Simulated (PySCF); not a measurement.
**CrI: from the state search to spectroscopic constants**

One table from this session's results is given with a row withheld; the runs are named, their logs left out.

Method: Cr x2c-TZVPPall, I x2c-TZVPPall, spin-free X2C with a Gaussian nucleus; program: PySCF 2.14.0.

The first run:

A driver script around PySCF takes these settings:

* atoms: Cr, I
* charge: 0
* basis: Cr x2c-TZVPPall, I x2c-TZVPPall
* Hamiltonian: spin-free X2C with a Gaussian nucleus
* basis functions: 124
* electrons treated: 77
* masses in u: 51.9405, 126.9045
* levels: PBE0, PBE, r²SCAN, r²SCANh, M06-2X, M06, BHandHLYP, ωB97X-V, HF, MP2, SCS-MP2
* grid: 80 radial by 434 angular points
* occupations: held fixed by the projection of orbital angular momentum
* dissociation limit: Cr + I, each in its ground configuration
* starting distance in angstrom: 2.475
* values of 2S to try: 1, 3, 5, 7, 9

Command:

```console
OMP_NUM_THREADS=2 python dia.py task.json out
```

Steps of the session up to this table: The job; The PBE0 curve of the state that the search chose; Other states along the same grid; PBE (GGA); r²SCAN (meta-GGA); r²SCANh (hybrid meta-GGA); M06-2X (hybrid meta-GGA); M06; BHandHLYP (global hybrid GGA); ωB97X-V; UHF.

One of the session's tables, all rows but one given; the rest of the session is left out.

Energy (eV) from each level's lowest point:

```
R (Å)    UHF  UHF-MP2  UHF-SCS-MP2    PBE  r²SCAN
2.193  1.378    0.797        0.911  0.790   0.830
2.295  0.732    0.328        0.410  0.331   0.353
2.397  0.335    0.087        0.136  0.091   0.102
2.474  0.154    0.011        0.035  0.014   0.018
2.550  0.049    0.000        0.000  0.000   0.000
2.627      ?        ?            ?      ?       ?
2.728  0.001    0.134        0.084  0.128   0.125
2.856  0.076    0.311        0.231  0.299   0.298
3.009  0.234    0.565        0.457  0.544   0.546
3.213  0.503    0.932        0.795  0.886   0.895
```

**Question.** Estimate the row for R (Å) = 2.627.

Worked estimate for «UHF». A straight line through the neighbours (2.550, 0.049) and (2.728, 0.001) gives 0.049 + (0.001 − 0.049) × (2.627 − 2.550) / (2.728 − 2.550) = 0.028; a parabola fitted to 4 rows on both sides gives 0.005.

As computed: UHF: 0.000; UHF-MP2: 0.036; UHF-SCS-MP2: 0.013; PBE: 0.033; r²SCAN: 0.031. In «UHF» the line misses by +0.028 and the parabola by +0.005.
